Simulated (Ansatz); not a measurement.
# Co (Co (0001), 5 layers): how the settings move a single-point run

Aim: see which settings change the result for Co (Co (0001), 5 layers), by how much, and at what cost.

Method: reference: DFT, LDA, PAW with Ansatz's default frozen-core files, scalar-relativistic, in Ansatz 0.2.0.

## Step 1: Starting point

It takes space group P-6m2 (No. 187, hexagonal). The conventional cell has a = 2.428 Å, b = 2.428 Å, c = 23.836 Å, α = 90.00°, β = 90.00°, γ = 120.00°. Co (site symmetry 3m) is surrounded by 9 Co at 2.37 to 2.43 Å. Around Co (site symmetry 3m) lie 12 Co at 2.37 to 2.43 Å. Co (site symmetry -6m2) has 12 Co at 2.42 to 2.43 Å as nearest neighbours.

As a file:

```xyz
5
Lattice="2.4281 0.0000 0.0000 -1.2141 2.1028 0.0000 0.0000 0.0000 23.8361" Properties=species:S:1:pos:R:3 pbc="T T T"
Co    0.0000    0.0000    8.0376
Co    0.0000    1.4019    9.9478
Co    0.0000    0.0000   11.9181
Co    0.0000    1.4019   13.8883
Co    0.0000    0.0000   15.7985
```

## Step 2: Baseline

Input file input.yaml:

```yaml
crystal:
  lattice:
    - [2.4281254785, 0.0, 0.0]
    - [-1.2140627392, 2.1028183479, 0.0]
    - [0.0, 0.0, 23.8361]
  atoms:
    - { symbol: Co, position: [0.0, 0.0, 0.3372036753], spin: 1.7 }
    - { symbol: Co, position: [0.3333333333, 0.6666666667, 0.4173437157], spin: 1.7 }
    - { symbol: Co, position: [0.0, 0.0, 0.5000000146], spin: 1.7 }
    - { symbol: Co, position: [0.3333333333, 0.6666666667, 0.5826562876], spin: 1.7 }
    - { symbol: Co, position: [0.0, 0.0, 0.6627963066], spin: 1.7 }
magnetization:
  spin_polarized: true
kpoints:
  mp_grid: { grid: [19, 19, 1] }
scf:
  occupations: { method: fermi_dirac, width: 0.1 }
hamiltonian:
  xc: lda
  pseudopotentials: { kind: paw }
output:
  forces: true
  stress: true
  eigenvalues: true
efield:
  axis: 3
  amplitude: 0.2
  dipole_correction: true
```

Started as:

```console
$ ansatz run input.yaml --threads 3 --pin off --max-ram 9216MiB --backend cpu --events-out ev --progress --plain --runs-dir out
```

## Step 3: Changing settings: accuracy high, ecutwfc 600 eV, ecutrho_ratio 6

Changes to input.yaml since step 2:

```diff
@@ -28 +28,5 @@
   dipole_correction: true
+accuracy: high
+basis:
+  ecutwfc: "600 eV"
+  ecutrho_ratio: 6
```

Q: Predict the outcome of this session. Wanted: for each run, ending; energy change; abs. moment; force.

As calculated:

```csv
run,ending,energy change,abs. moment (μB),force (eV/Å),cycles,time
reference,converged,0,8.23,0.00,25,66 s
"1: accuracy high, ecutwfc 600 eV, ecutrho_ratio 6",converged,-2.5 meV/atom,8.24,0.00,27,2.2 min
```

Residual by cycle in the longest SCF loop of each run; runs are numbered as in the table. The quantity is the density residual dr2, in eV.

```csv
cycle,reference,run 1
1,10.2,10.2
3,0.139,0.136
6,0.0149,0.0152
8,1.1e-4,1.6e-4
10,2.2e-5,1.8e-5
13,2.1e-8,7.3e-9
15,4.1e-9,3.4e-9
18,1.6e-8,1.9e-7
20,8.2e-10,5.2e-9
22,1.1e-9,1.5e-10
25,1.2e-11,2.9e-11
27,-,1.4e-11
```

Changing the accuracy level and cutoff moves the energy by -2.5 meV/atom. Cost: 27 SCF cycles against 25, 2.2 min against 66 s.
